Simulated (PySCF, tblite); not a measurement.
# C₅H₁₁FOSi: geometry, infrared bands and NMR shifts

Wanted: the infrared bands and NMR shifts of C₅H₁₁FOSi (`CC[Si@@H](C=O)[C@H](C)F`), by calculation.

The runs use tblite 0.8.0 and PySCF 2.14.0, with density-fitted response routines of our own; the level of theory stands in each step. All values are computed, except where a source is named. Atoms are numbered from 0 throughout.

**1. Starting geometry**

19 atoms, charge 0, multiplicity 1; geometry from: force field or distance geometry start.

Bonds of the start (Å): C0–C1 1.53, C1–Si2 1.86, Si2–C3 1.87, C3–O4 1.19, Si2–C5 1.87, C5–C6 1.50, C5–F7 1.37, C0–H8 1.12, C0–H9 1.11, C0–H10 1.09, C1–H11 1.11, C1–H12 1.10, Si2–H13 1.46, C3–H14 1.09, C5–H15 1.10, C6–H16 1.11, C6–H17 1.11, C6–H18 1.12.

**2. Geometry optimisation with GFN2-xTB**

What the job is given:

```
{"job": {"kind": "relax", "xc": "GFN2-xTB", "basis": "xTB"}, "charge": 0, "multiplicity": 1}
C      2.503300    -0.766700    -0.385800
C      1.212900    -0.088700    -0.859600
Si     0.149100     0.105500     0.654600
C      0.045400     1.895800     1.177100
O      0.411700     2.733400     0.416700
C     -1.557400    -0.637200     0.455000
C     -2.314400    -0.112800    -0.727000
F     -2.261500    -0.430300     1.617000
H      2.169100    -1.620500     0.251100
H      3.020100     0.001100     0.228000
H      3.098000    -1.130700    -1.227600
H      0.713900    -0.679500    -1.651300
H      1.466300     0.894100    -1.274700
H      0.782700    -0.605800     1.764000
H     -0.333800     2.135900     2.172300
H     -1.449100    -1.731300     0.345100
H     -1.746800     0.631100    -1.316200
H     -2.688000    -0.976200    -1.320800
H     -3.231400     0.391900    -0.325200
```

Launch:

```
> OMP_NUM_THREADS=1 python probes_run.py task.json out
```

This one command runs all jobs of the session in turn.

Standard output:

```text
step      E/eV     max force
  0    -728.27166    1.812
  1    -728.39416    1.851
  2    -728.46459    0.712
  3    -728.51146    0.494
  4    -728.56134    0.517
  5    -728.58172    0.466
  6    -728.60026    0.282
  7    -728.61147    0.275
  8    -728.62435    0.268
  9    -728.63632    0.236
 10    -728.64820    0.233
 11    -728.65851    0.218
 12    -728.66813    0.217
 13    -728.67757    0.260
 14    -728.68529    0.223
 15    -728.68969    0.127
 16    -728.69235    0.110
 17    -728.69493    0.151
 18    -728.69791    0.154
 19    -728.70092    0.117
 20    -728.70335    0.121
 21    -728.70514    0.106
 22    -728.70655    0.119
 23    -728.70773    0.072
 24    -728.70868    0.058
 25    -728.70953    0.075
 26    -728.71041    0.103
 27    -728.71127    0.086
 28    -728.71206    0.065
 29    -728.71281    0.062
 30    -728.71362    0.085
 31    -728.71454    0.093
 32    -728.71550    0.061
 33    -728.71649    0.067
 34    -728.71767    0.088
 35    -728.71922    0.143
 36    -728.72084    0.141
 37    -728.72197    0.082
 38    -728.72266    0.053
 39    -728.72323    0.066
 40    -728.72388    0.075
 41    -728.72459    0.072
 42    -728.72518    0.054
 43    -728.72563    0.055
 44    -728.72603    0.049
 45    -728.72641    0.052
 46    -728.72670    0.037
 47    -728.72691    0.031
 48    -728.72709    0.032
 49    -728.72730    0.035
 50    -728.72749    0.035
 51    -728.72765    0.028
 52    -728.72779    0.031
 53    -728.72798    0.042
 54    -728.72827    0.050
 55    -728.72861    0.050
 56    -728.72895    0.041
 57    -728.72932    0.047
 58    -728.72982    0.051
 59    -728.73056    0.083
 60    -728.73167    0.131
 61    -728.73335    0.175
 62    -728.73624    0.197
 63    -728.74071    0.290
 64    -728.74286    0.365
 65    -728.72561    0.818
 66    -728.75536    0.282
 67    -728.76444    0.191
 68    -728.77185    0.177
 69    -728.77034    0.691
 70    -728.78477    0.153
 71    -728.78931    0.153
 72    -728.79392    0.363
 73    -728.79824    0.120
 74    -728.80040    0.090
 75    -728.80562    0.098
 76    -728.80719    0.080
 77    -728.80854    0.108
 78    -728.80948    0.085
 79    -728.81046    0.083
 80    -728.81150    0.065
 81    -728.81213    0.076
 82    -728.81247    0.047
 83    -728.81275    0.055
 84    -728.81301    0.042
 85    -728.81340    0.026
 86    -728.81365    0.021
 87    -728.81381    0.023
 88    -728.81390    0.019
 89    -728.81399    0.019
 90    -728.81409    0.017
 91    -728.81419    0.019
 92    -728.81427    0.022
 93    -728.81435    0.023
 94    -728.81447    0.023
 95    -728.81463    0.025
 96    -728.81481    0.034
 97    -728.81497    0.029
 98    -728.81513    0.041
 99    -728.81533    0.045
100    -728.81562    0.050
101    -728.81598    0.050
102    -728.81628    0.043
103    -728.81659    0.043
104    -728.81703    0.051
105    -728.81762    0.058
106    -728.81813    0.062
107    -728.81840    0.069
108    -728.81858    0.034
109    -728.81870    0.027
110    -728.81878    0.027
111    -728.81886    0.018
112    -728.81898    0.020
113    -728.81907    0.022
114    -728.81916    0.023
115    -728.81925    0.021
116    -728.81936    0.020
117    -728.81946    0.023
118    -728.81953    0.022
119    -728.81960    0.019
120    -728.81969    0.026
121    -728.81984    0.031
122    -728.82004    0.037
123    -728.82026    0.035
124    -728.82047    0.035
125    -728.82067    0.033
126    -728.82089    0.042
127    -728.82115    0.042
128    -728.82147    0.041
129    -728.82191    0.045
130    -728.82257    0.055
131    -728.82350    0.095
132    -728.82454    0.104
133    -728.82526    0.134
134    -728.82629    0.080
135    -728.82718    0.074
136    -728.82905    0.097
137    -728.82999    0.092
138    -728.83118    0.109
139    -728.83219    0.071
140    -728.83300    0.052
141    -728.83328    0.112
142    -728.83424    0.064
143    -728.83465    0.073
144    -728.83528    0.053
145    -728.83581    0.058
146    -728.83649    0.048
147    -728.83715    0.045
148    -728.83755    0.039
149    -728.83782    0.045
150    -728.83804    0.058
151    -728.83835    0.044
152    -728.83870    0.044
153    -728.83907    0.039
154    -728.83928    0.037
155    -728.83977    0.055
156    -728.84003    0.034
157    -728.84019    0.024
158    -728.84030    0.026
159    -728.84041    0.031
160    -728.84049    0.030
161    -728.84062    0.023
162    -728.84082    0.031
163    -728.84094    0.026
164    -728.84105    0.026
165    -728.84117    0.024
166    -728.84133    0.027
167    -728.84155    0.038
168    -728.84179    0.041
169    -728.84204    0.033
170    -728.84230    0.040
171    -728.84260    0.047
172    -728.84298    0.041
173    -728.84339    0.041
174    -728.84377    0.042
175    -728.84415    0.063
176    -728.84467    0.068
177    -728.84531    0.059
178    -728.84589    0.049
179    -728.84618    0.035
180    -728.84638    0.030
181    -728.84656    0.031
182    -728.84692    0.033
183    -728.84721    0.040
184    -728.84754    0.038
185    -728.84780    0.031
186    -728.84813    0.028
187    -728.84843    0.033
188    -728.84875    0.039
189    -728.84895    0.036
190    -728.84915    0.039
191    -728.84939    0.045
192    -728.84977    0.059
193    -728.85026    0.073
194    -728.85066    0.067
195    -728.85109    0.069
196    -728.85144    0.035
197    -728.85179    0.035
198    -728.85199    0.044
199    -728.85225    0.031
200    -728.85247    0.027
201    -728.85257    0.019
202    -728.85263    0.016
203    -728.85268    0.016
204    -728.85271    0.015
205    -728.85275    0.014
206    -728.85278    0.011
207    -728.85280    0.012
208    -728.85282    0.013
209    -728.85285    0.018
210    -728.85289    0.019
211    -728.85294    0.020
212    -728.85300    0.017
213    -728.85306    0.015
214    -728.85311    0.014
215    -728.85315    0.014
216    -728.85319    0.011
217    -728.85322    0.009
```

Run time: 2.5 s. Hardware: 1 thread of Arm Neoverse N1, shared host; peak memory 0.18 GiB.

Step by step: (not every step is listed)

| step | energy from step 0 (eV) | largest force (eV/Å) |
| --- | --- | --- |
| 0 | 0.0000 | 1.8117 |
| 1 | -0.1225 | 1.8515 |
| 2 | -0.1929 | 0.7123 |
| 3 | -0.2398 | 0.4942 |
| 4 | -0.2897 | 0.5173 |
| 5 | -0.3101 | 0.4665 |
| 6 | -0.3286 | 0.2821 |
| 7 | -0.3398 | 0.2748 |
| 8 | -0.3527 | 0.2679 |
| 28 | -0.4404 | 0.0646 |
| 48 | -0.4554 | 0.0316 |
| 68 | -0.5002 | 0.1769 |
| 88 | -0.5422 | 0.0193 |
| 108 | -0.5469 | 0.0341 |
| 128 | -0.5498 | 0.0413 |
| 148 | -0.5659 | 0.0388 |
| 168 | -0.5701 | 0.0413 |
| 188 | -0.5771 | 0.0394 |
| 208 | -0.5812 | 0.0130 |
| 212 | -0.5813 | 0.0166 |
| 213 | -0.5814 | 0.0149 |
| 214 | -0.5815 | 0.0145 |
| 215 | -0.5815 | 0.0143 |
| 216 | -0.5815 | 0.0108 |
| 217 | -0.5816 | 0.0093 |

Distances of close pairs at the start and the end, largest changes first:

```csv
bond,before (Å),after (Å),change (Å)
Si2–C3,1.868,1.929,+0.061
Si2–C5,1.872,1.931,+0.060
C1–Si2,1.861,1.900,+0.039
C6–H18,1.121,1.088,-0.033
C0–H8,1.116,1.087,-0.029
C0–H9,1.111,1.086,-0.024
C6–H17,1.112,1.088,-0.024
C5–C6,1.498,1.520,+0.022
```

The next job starts from the end point, and lists it.

**3. Harmonic vibrations with GFN2-xTB**

What the job is given:

```
{"job": {"kind": "ir", "xc": "GFN2-xTB", "basis": "xTB"}, "charge": 0, "multiplicity": 1}
C      2.671294    -0.250677    -0.470447
C      1.207833    -0.586429    -0.751298
Si     0.102678    -0.283947     0.764265
C      0.128475     1.579457     1.263712
O      0.854767     2.404858     0.770349
C     -1.756178    -0.653519     0.392698
C     -2.347547     0.133238    -0.765753
F     -2.457990    -0.331374     1.555425
H      3.061236    -0.867214     0.335760
H      2.769535     0.792042    -0.182216
H      3.280424    -0.420801    -1.356008
H      1.134603    -1.625606    -1.079436
H      0.866740     0.028960    -1.587169
H      0.480683    -1.053767     1.956767
H     -0.586073     1.891493     2.055153
H     -1.940268    -1.723901     0.247426
H     -1.873001    -0.175144    -1.692904
H     -3.418058    -0.048340    -0.840486
H     -2.188956     1.199921    -0.623300
```

Standard output:

```text
mode    cm-1     km/mol
  1      33.1      2.59
  2      45.4      7.24
  3      57.2      0.11
  4      94.1      4.69
  5      97.8      2.33
  6     133.7      0.31
  7     198.0      0.34
  8     235.0      0.91
  9     252.3      1.43
 10     255.3      7.37
 11     334.9     19.73
 12     387.6     20.84
 13     424.3      2.86
 14     567.7     62.48
 15     599.3     29.13
 16     627.1     53.72
 17     681.0     39.76
 18     731.3     66.88
 19     757.0    123.84
 20     784.9     70.92
 21     901.8     29.12
 22     979.7      9.32
 23     998.1      8.69
 24    1022.5      7.60
 25    1066.1     23.52
 26    1074.6     29.57
 27    1115.2     11.52
 28    1232.5      2.15
 29    1244.8     20.80
 30    1282.1      4.67
 31    1294.2      3.16
 32    1356.4     45.15
 33    1400.5      8.43
 34    1419.4      1.35
 35    1464.1      1.23
 36    1478.3      2.42
 37    1496.2      5.64
 38    1506.6      2.30
 39    1509.5      5.62
 40    1742.0    155.83
 41    2222.4    265.06
 42    2705.5    117.76
 43    2913.8     40.48
 44    2958.7     32.53
 45    2970.5     22.21
 46    3025.5     40.08
 47    3028.4     25.27
 48    3037.9     23.08
 49    3038.3     32.03
 50    3050.8     18.88
 51    3056.0     16.06
```

Run time: 1.1 s. Hardware: 1 thread of Arm Neoverse N1, shared host; peak memory 0.18 GiB.

Which atoms move in the most intense modes:

```csv
cm⁻¹,km/mol,atoms
568,62.5,"H13 61 %, C3 18 %"
627,53.7,"H13 40 %, C1 19 %, C3 19 %"
731,66.9,"H12 26 %, C1 21 %, Si2 15 %, H11 14 %"
757,123.8,"Si2 37 %, C1 18 %, C3 11 %"
785,70.9,"H14 44 %, C3 32 %, H13 12 %"
1742,155.8,"C3 58 %, O4 42 %"
2222,265.1,H13 97 %
2706,117.8,H14 94 %
```

**4. NMR shieldings: PBE0/pcSseg-1**

Settings changed since step 3:

```diff
@@ -1,2 +1,2 @@
-{"job": {"kind": "ir", "xc": "GFN2-xTB", "basis": "xTB"}, "charge": 0, "multiplicity": 1}
+{"job": {"kind": "nmr", "xc": "PBE0", "basis": "pcSseg-1"}, "charge": 0, "multiplicity": 1}
 C      2.671294    -0.250677    -0.470447
```

Method: GIAO PBE0/pcSseg-1 NMR shielding, non-relativistic, gas phase.

Standard output:

```text
coarse grid: 16048 points
cycle   1  E = -660.8837570796  dE =  6.890e-01  |g| = 8.819e-01  |ddm| = 3.732e+00
cycle   2  E = -660.4605001331  dE =  4.233e-01  |g| = 1.714e+00  |ddm| = 1.893e+00
cycle   3  E = -661.0296852167  dE = -5.692e-01  |g| = 2.173e-01  |ddm| = 1.457e+00
cycle   4  E = -661.0385241581  dE = -8.839e-03  |g| = 7.839e-02  |ddm| = 1.838e-01
cycle   5  E = -661.0394957981  dE = -9.716e-04  |g| = 1.995e-02  |ddm| = 5.142e-02
cycle   6  E = -661.0395672904  dE = -7.149e-05  |g| = 6.911e-03  |ddm| = 1.645e-02
cycle   7  E = -661.0395770123  dE = -9.722e-06  |g| = 1.309e-03  |ddm| = 5.655e-03
final grid: 149872 points
cycle   8  E = -661.1042829135  dE = -2.546e-05  |g| = 1.411e-02  |ddm| = 2.552e-02
cycle   9  E = -661.1042012163  dE =  8.170e-05  |g| = 2.524e-02  |ddm| = 2.330e-02
cycle  10  E = -661.1043214601  dE = -1.202e-04  |g| = 3.316e-03  |ddm| = 1.555e-02
cycle  11  E = -661.1043238182  dE = -2.358e-06  |g| = 3.556e-04  |ddm| = 2.344e-03
cycle  12  E = -661.1043238328  dE = -1.463e-08  |g| = 1.919e-04  |ddm| = 3.701e-04
cycle  13  E = -661.1043238385  dE = -5.683e-09  |g| = 2.616e-05  |ddm| = 1.244e-04
cycle  14  E = -661.1043238386  dE = -1.123e-10  |g| = 1.035e-05  |ddm| = 3.073e-05
converged SCF energy = -661.1043238386

GIAO shielding tensors (ppm)
atom      isotropic    diamagn.    paramagn.     s11        s22        s33       span
  0 C      177.572     245.909     -68.337    170.112    173.933    188.671     18.558
  1 C      182.258     255.483     -73.225    175.130    179.188    192.456     17.326
  2 Si     385.679     882.777    -497.098    349.962    373.251    433.823     83.862
  3 C      -63.606     254.903    -318.509   -196.006    -91.630     96.818    292.824
  4 O     -617.470     400.513   -1017.983  -1720.195   -556.505    424.290   2144.485
  5 C       98.265     251.687    -153.422     50.794     73.854    170.147    119.353
  6 C      165.641     249.021     -83.380    149.161    165.196    182.566     33.405
  7 F      413.743     474.549     -60.805    369.301    401.909    470.020    100.719
  8 H       30.937      29.048       1.889     26.187     29.366     37.260     11.073
  9 H       30.121      29.848       0.274     24.480     29.074     36.809     12.329
 10 H       30.408      27.859       2.549     25.376     27.713     38.135     12.759
 11 H       31.165      32.696      -1.531     25.784     30.317     37.393     11.609
 12 H       30.871      34.347      -3.476     25.872     30.633     36.109     10.237
 13 H       27.174      30.418      -3.244     23.511     26.711     31.299      7.788
 14 H       19.106      28.657      -9.551     12.948     19.611     24.759     11.811
 15 H       26.578      31.645      -5.067     24.274     26.482     28.979      4.705
 16 H       30.761      31.560      -0.800     26.104     30.104     36.075      9.971
 17 H       29.719      28.048       1.672     25.605     27.300     36.253     10.648
 18 H       30.294      31.449      -1.155     26.576     29.436     34.871      8.296
```

It took 53 s on 1 thread of Arm Neoverse N1, shared host; peak memory 0.88 GiB.

Shifts follow as δ = σ(reference) − σ, with reference shieldings (ppm) from runs at the same level and on the same kind of geometry: ¹H TMS 31.72, ¹³C TMS 186.9, ²⁹Si TMS 349.2, ¹⁹F CFCl3 170.9, ¹⁷O H2O 336.1. The references are single molecules in the gas phase, so shifts against H2O, NH3, PH3, H3PO4 or CFCl3 are not on the usual liquid scales and can be off by tens of ppm. Atoms listed in one row are averaged.

```
        atoms                               environment  σ (ppm)  δ (ppm)  δ scaled to CDCl3
           C3                           carbonyl carbon    -63.6    250.5              242.6
           C5                 sp3 CH bonded to F and Si     98.3     88.7               84.6
           C6                             methyl carbon    165.6     21.3               18.9
           C0                             methyl carbon    177.6      9.4                7.2
           C1                      sp3 CH2 bonded to Si    182.3      4.7                2.6
          H14             hydrogen on a carbonyl carbon    19.11    12.61              12.00
          H15  hydrogen on an sp3 CH bonded to F and Si    26.58     5.14               4.95
          H13       hydrogen on a silicon bonded to 3 C    27.17     4.54                  –
H16, H17, H18               hydrogen on a methyl carbon    30.26     1.46               1.48
  H8, H9, H10               hydrogen on a methyl carbon    30.49     1.23               1.26
          H12       hydrogen on an sp3 CH2 bonded to Si    30.87     0.85               0.90
          H11       hydrogen on an sp3 CH2 bonded to Si    31.16     0.55               0.63
          Si2                  silicon bonded to 3 C, H    385.7    -36.5                  –
           O4                           carbonyl oxygen   -617.5    953.5                  –
           F7                 fluorine on an sp3 carbon    413.7   -242.8                  –
```

The scaled column applies a straight-line fit of computed shieldings to shifts measured in CDCl3, and one for carbons that bear F (root-mean-square error 0.16 ppm for H, 1.9 ppm for C).

Charges from the same density, by scheme (e):

| atoms | Mulliken | IAO | Hirshfeld | ESP fit |
| --- | --- | --- | --- | --- |
| C0 | -0.29 | -0.41 | -0.12 | -0.32 |
| C1 | -0.59 | -0.53 | -0.15 | 0.11 |
| Si2 | 0.79 | 0.83 | 0.35 | 0.15 |
| C3 | -0.03 | 0.01 | 0.05 | 0.40 |
| O4 | -0.34 | -0.36 | -0.20 | -0.44 |
| C5 | -0.15 | -0.07 | -0.02 | 0.15 |
| C6 | -0.27 | -0.43 | -0.13 | -0.37 |
| F7 | -0.35 | -0.34 | -0.12 | -0.26 |

Mayer bond orders: C0–C1 1.05, C1–Si2 0.93, Si2–C3 0.83, C3–O4 1.94, Si2–C5 0.85, C5–C6 1.05, C5–F7 0.81.

**5. What came out**

| quantity | value |
| --- | --- |
| strongest single infrared mode (GFN2-xTB) | 2222 cm⁻¹, 265 km/mol |
| zero-point energy (GFN2-xTB) | 92.8 kcal/mol |
| ¹³C shifts against TMS (PBE0/pcSseg-1) | 250.5, 88.7, 21.3, 9.4, 4.7 ppm |
| ¹H shifts against TMS (PBE0/pcSseg-1, means over atoms taken as alike) | 12.61, 5.14, 4.54, 1.46, 1.23, 0.85, 0.55 ppm |
| ²⁹Si shifts against TMS (PBE0/pcSseg-1) | -36.5 ppm |
| ¹⁷O shifts against H2O (PBE0/pcSseg-1) | 953.5 ppm |
| ¹⁹F shifts against CFCl3 (PBE0/pcSseg-1) | -242.8 ppm |

**Reading.** Relaxing lowered the energy by 0.582 eV in 217 steps; the close pair that moved most is Si2–C3, from 1.868 to 1.929 Å. All 51 modes are real, so the xTB geometry is a minimum. The strongest single mode, at 2222 cm⁻¹, moves mainly H13. Unscaled tight-binding wavenumbers are off by several per cent, some by more. Its intensities can rank the bands wrongly. At PBE0/pcSseg-1: Shielding is most anisotropic at O4 (span 2144 ppm, paramagnetic term -1018 ppm).
